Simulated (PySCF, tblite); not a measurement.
# C₅H₈FS radical: geometry, infrared bands and EPR parameters

Aim: predict the infrared bands and EPR parameters of C₅H₈FS radical (`CC[CH]C1(F)CS1`).

The runs use tblite 0.8.0 and PySCF 2.14.0, with density-fitted response routines of our own; the level of theory stands in each step. All values are computed, except where a source is named. Atoms are numbered from 0 throughout.

## Step 1: The molecule as given

15 atoms, charge 0, multiplicity 2; geometry from: force field or distance geometry start.

Bonds of the start (Å): C0–C1 1.53, C1–C2 1.49, C2–C3 1.51, C3–F4 1.39, C3–C5 1.52, C5–S6 1.81, S6–C3 1.81, C0–H7 1.12, C0–H8 1.11, C0–H9 1.10, C1–H10 1.09, C1–H11 1.13, C2–H12 1.09, C5–H13 1.10, C5–H14 1.11.

## Step 2: Optimising the geometry with GFN2-xTB

What the job is given:

```
{"job": {"kind": "relax", "xc": "GFN2-xTB", "basis": "xTB"}, "charge": 0, "multiplicity": 2}
C      2.371400    -0.175400    -0.032500
C      1.012200    -0.347900    -0.717500
C     -0.013100     0.160800     0.238900
C     -1.430300     0.072300    -0.280700
F     -1.804400    -1.082700    -0.963300
C     -2.435900     0.603800     0.729000
S     -2.311700     1.559300    -0.801000
H      2.316200    -0.495200     1.036000
H      2.569700     0.917600    -0.010600
H      3.156600    -0.742200    -0.557200
H      1.003500     0.108400    -1.711900
H      0.870500    -1.470900    -0.765200
H      0.035900    -0.205900     1.266700
H     -3.311100    -0.030200     0.926500
H     -2.033900     1.136400     1.620900
```

Command:

```sh
$ OMP_NUM_THREADS=1 python probes_run.py task.json out
```

One launch serves the whole session: the jobs run in the order shown.

**Question.** This job is followed by: GFN2-xTB harmonic vibrations, gas phase; UKS B3LYP, pcH-1 on C F H S, non-relativistic, mean-field spin-orbit, GIAO. What will the session give for the following? strongest single infrared mode (GFN2-xTB); zero-point energy (GFN2-xTB); g(iso) (B3LYP); ⟨S²⟩; largest a(iso); surface potential, 1st and 99th percentile; property runs in this session.

The runs gave:

```
                                 quantity                                            value
strongest single infrared mode (GFN2-xTB)                            1723 cm⁻¹, 108 km/mol
             zero-point energy (GFN2-xTB)                                    73.2 kcal/mol
                           g(iso) (B3LYP)                                          2.15554
                                     ⟨S²⟩                               0.753 (exact 0.75)
                           largest a(iso)                              1H on H14, 80.8 MHz
    surface potential, 1st and 99th percentile                               -0.73 V and 1.12 V
            property runs in this session  1, of which 0 failed and 1 gave unsound results
```

What this shows: The optimisation took 164 steps and gained 1.438 eV; among the close pairs (by a distance rule), C3–S6 changed most, from 1.805 to 2.769 Å. No mode is imaginary among the 39: a minimum at this level. The strongest single mode, at 1723 cm⁻¹, moves mainly C3 and C2. GFN2-xTB is a fitted tight-binding method: band positions and strengths are rough. Its intensities can rank the bands wrongly. The structure rearranged or came apart on optimisation; the results belong to the end geometry, not to the formula as drawn. S6 carries the largest spin population, 0.98 e. The isotropic g lies 153.2 ppt above the free-electron value. These values are not to be trusted: the run shows a large g shift, which the driver flags as unsure.
